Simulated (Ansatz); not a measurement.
# SiH₄Se (built from SMILES [SeH2].[SiH2]): single points off equilibrium

An exercise on one series of results from a longer session: the logs are not shown, and one member is left open.

The runs use Ansatz 0.2.0, Gaussian basis; single points in def2-TZVPP.

Correlated methods freeze the cores. Filled d shells of the heavier atoms are correlated.

### Where the work starts

6 atoms, charge 0, spin multiplicity 1.

Atoms are counted from 1 here; the program's logs count them from 0.

Bond lengths: Si1–H2 1.498 Å, Si1–H4 1.503 Å, Si1–H5 1.633 Å, Se3–H6 1.483 Å. Angles: H2–Si1–H4 126.7°, H2–Si1–H5 120.2°, H4–Si1–H5 107.6°.

Geometry (Å):

```
Si    1.0879    0.2124   -0.0063
H     0.2633   -0.9458   -0.4767
Se   -1.6491   -0.8034    0.4020
H     0.9674    1.6418   -0.4557
H     1.7048    0.2200    1.5059
H    -2.0606   -0.1292   -0.8528
```

The first run:

Input file run/in.yaml:

```yaml
crystal:
  periodic: [false, false, false]
  atoms:
    - {symbol: Si, position_ang: [1.087900, 0.212400, -0.006300]}
    - {symbol: H, position_ang: [0.263300, -0.945800, -0.476700]}
    - {symbol: Se, position_ang: [-1.649100, -0.803400, 0.402000]}
    - {symbol: H, position_ang: [0.967400, 1.641800, -0.455700]}
    - {symbol: H, position_ang: [1.704800, 0.220000, 1.505900]}
    - {symbol: H, position_ang: [-2.060600, -0.129200, -0.852800]}
basis:
  gaussian: {orbitals: def2-TZVPP}
correlation: {method: ccsd_t}
output: {forces: true}
```

The command line of these runs was not kept.

Steps of the session up to this table: CCSD(T)/def2-TZVPP; PBE0-D4/def2-TZVPP; wB97M-V/def2-TZVPP; r2SCAN-D4/def2-TZVPP; PBE-D4/def2-TZVPP; LC-wPBE/def2-TZVPP; BHLYP-D4/def2-TZVPP.

One table of the session follows, with a row left open; its other results are not shown here.

```
   method  RMS force component (eV/Å)  angle to CCSD(T) forces (°)  dipole (D)
  CCSD(T)                       0.765                    reference        2.25
  PBE0-D4                           ?                            ?           ?
  wB97M-V                       0.848                          9.8        3.06
r2SCAN-D4                       0.751                          5.5        2.44
   PBE-D4                       0.688                         13.1        2.21
  LC-wPBE                       0.919                         14.7        3.29
 BHLYP-D4                       0.866                          8.5        3.15
```

Q: Estimate the row for PBE0-D4 from the others.

**Answer.** RMS force component (eV/Å): 0.778; angle to CCSD(T) forces (°): 7.9; dipole (D): 2.64. In the column «RMS force component (eV/Å)» it lies between CCSD(T) (0.765) and wB97M-V (0.848).
